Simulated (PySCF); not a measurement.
# The bond of TeP+, level by level

An exercise on one series of results from a longer session: the logs are not shown, and one member is left open.

Method: Te def2-SVPD with ECP28, P def2-SVPD, scalar-relativistic core potentials; program: PySCF 2.14.0.

Set-up of the first run:

The job is set up so:

```json
{
  "atoms": "Te, P",
  "charge": "1",
  "basis": "Te def2-SVPD with ECP28, P def2-SVPD",
  "Hamiltonian": "scalar-relativistic core potentials",
  "basis functions": "59",
  "electrons treated": "38",
  "masses in u": "129.9062, 30.9738",
  "levels": "PBE0, PBE, r²SCAN, B97-3, PW91, TPSS, HF, MP2, SCS-MP2, CCSD, CCSD(T)",
  "grid": "80 radial by 434 angular points",
  "occupations": "held fixed by the projection of orbital angular momentum",
  "dissociation limit": "Te+ + P, each in its ground configuration",
  "starting distance in angstrom": "2.485",
  "values of 2S to try": "0, 2, 4"
}
```

The run is started by

```
$ OMP_NUM_THREADS=1 python dia.py task.json out
```

Steps of the session up to this table: The job; The PBE0 curve of the state that the search chose; Excited determinants; PBE; r²SCAN; B97-3 (global hybrid GGA); PW91 (GGA); TPSS; RHF (mean field); MP2 and coupled cluster.

One of the session's tables, all rows but one given; the rest of the session is left out.

```
      level  Re (Å)  ωe (cm⁻¹)  De (eV)
        RHF       ?          ?        ?
    RHF-MP2   2.241        458     3.57
RHF-SCS-MP2   2.232        472     3.50
   RHF-CCSD   2.198        532     3.00
RHF-CCSD(T)   2.222        495     3.39
        PBE   2.202        523     4.61
       PW91   2.201        523     4.66
       TPSS   2.193        531     4.36
     r²SCAN   2.183        546     4.04
       PBE0   2.169        564     3.98
      B97-3   2.175        557     4.21
```

Estimate the missing values for RHF.

**Answer.** Re (Å): 2.132; ωe (cm⁻¹): 624; De (eV): 0.54. In the column «Re (Å)» it is the lowest.

De is counted to Te+ + P in their ground configurations.
